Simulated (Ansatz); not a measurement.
# Ti3Ag: pressure against volume

An exercise on one series of results from a longer session: the logs are not shown, and one member is left open.

Computed with Ansatz 0.2.0 (DFT LDA, scalar-relativistic, unless a step's input says otherwise).

**The starting structure**

The structure is tetragonal, space group P4/mmm (No. 123). The conventional cell has a = 4.187 Å, b = 4.187 Å, c = 3.950 Å, α = 90.00°, β = 90.00°, γ = 90.00°. Ti (site symmetry mmm) is surrounded by 8 Ti at 2.88 to 2.96 Å and 4 Ag at 2.88 Å. Around Ti (site symmetry 4/mmm) lie 8 Ti at 2.88 Å and 4 Ag at 2.96 Å. Ag (site symmetry 4/mmm) is surrounded by 12 Ti at 2.88 to 2.96 Å.

As a file:

```
CELL_PARAMETERS angstrom
4.18700 0.00000 0.00000
0.00000 4.18700 0.00000
0.00000 0.00000 3.95000
ATOMIC_POSITIONS crystal
Ti 0.00000 0.50000 0.50000
Ti 0.50000 0.00000 0.50000
Ti 0.50000 0.50000 0.00000
Ag 0.00000 0.00000 0.00000
```

Atoms are numbered in the order of the input: Ti1, Ti2, Ti3, Ag4.

Set-up of the first run:

Input file input.yaml:

```yaml
crystal:
  lattice:
    - [4.1304119821, 0.0, 0.0]
    - [0.0, 4.1304119821, 0.0]
    - [0.0, 0.0, 3.8966150774]
  atoms:
    - { symbol: Ti, position: [0.0, 0.5, 0.5] }
    - { symbol: Ti, position: [0.5, 0.0, 0.5] }
    - { symbol: Ti, position: [0.5, 0.5, 0.0] }
    - { symbol: Ag, position: [0.0, 0.0, 0.0] }
kpoints:
  mp_grid: { grid: [9, 9, 9] }
  band_path:
    path:
      - [0.0, 0.0, 0.0]
      - [0.0, 0.5, 0.0]
      - [0.5, 0.5, 0.0]
      - [0.0, 0.0, 0.0]
      - [0.0, 0.0, 0.5]
      - [0.0, 0.5, 0.5]
      - [0.5, 0.5, 0.5]
      - [0.0, 0.0, 0.5]
      - [0.0, 0.5, 0.0]
    npoints: 5
scf:
  occupations: { method: fermi_dirac, width: 0.08 }
hamiltonian:
  xc: lda
  pseudopotentials: { kind: all_electron, lapw: { basis_error: 0.0005 } }
output:
  forces: true
  stress: true
  eigenvalues: true
```

Launch:

```bash
ansatz run input.yaml --threads 1 --pin off --max-ram 4096MiB --backend cpu --events-out ev --progress --plain --runs-dir out
```

Steps of the session up to this table: Volume × 0.96, LAPW; Volume × 0.96, PAW; Volume × 0.96, crystal datasets; Volume × 0.99, LAPW; Volume × 0.99, PAW; Volume × 0.99, crystal datasets; Volume × 1.02, LAPW; Volume × 1.02, PAW; Volume × 1.02, crystal datasets; Volume × 1.06, LAPW; Volume × 1.06, PAW; Volume × 1.06, crystal datasets.

One table of the session follows, with a row left open; its other results are not shown here.

```
          method  volume (Å³/atom)  pressure (GPa)
            LAPW            16.619           -5.73
            LAPW            17.139               ?
            LAPW            17.658          -11.64
            LAPW            18.351          -14.59
             PAW            16.619           -5.72
             PAW            17.139           -8.93
             PAW            17.658          -11.64
             PAW            18.351          -14.58
crystal datasets            16.619           -5.72
crystal datasets            17.139           -8.93
crystal datasets            17.658          -11.64
crystal datasets            18.351          -14.59
```

**Question.** Estimate the row for LAPW, 17.139.

**Answer.** pressure (GPa): -8.94. In the column «pressure (GPa)» it lies between crystal datasets, 17.658 (-11.64) and PAW, 17.139 (-8.93).

Limits of these values: Warnings in the runs' records: gradients without spin orbit, crystal datasets made.
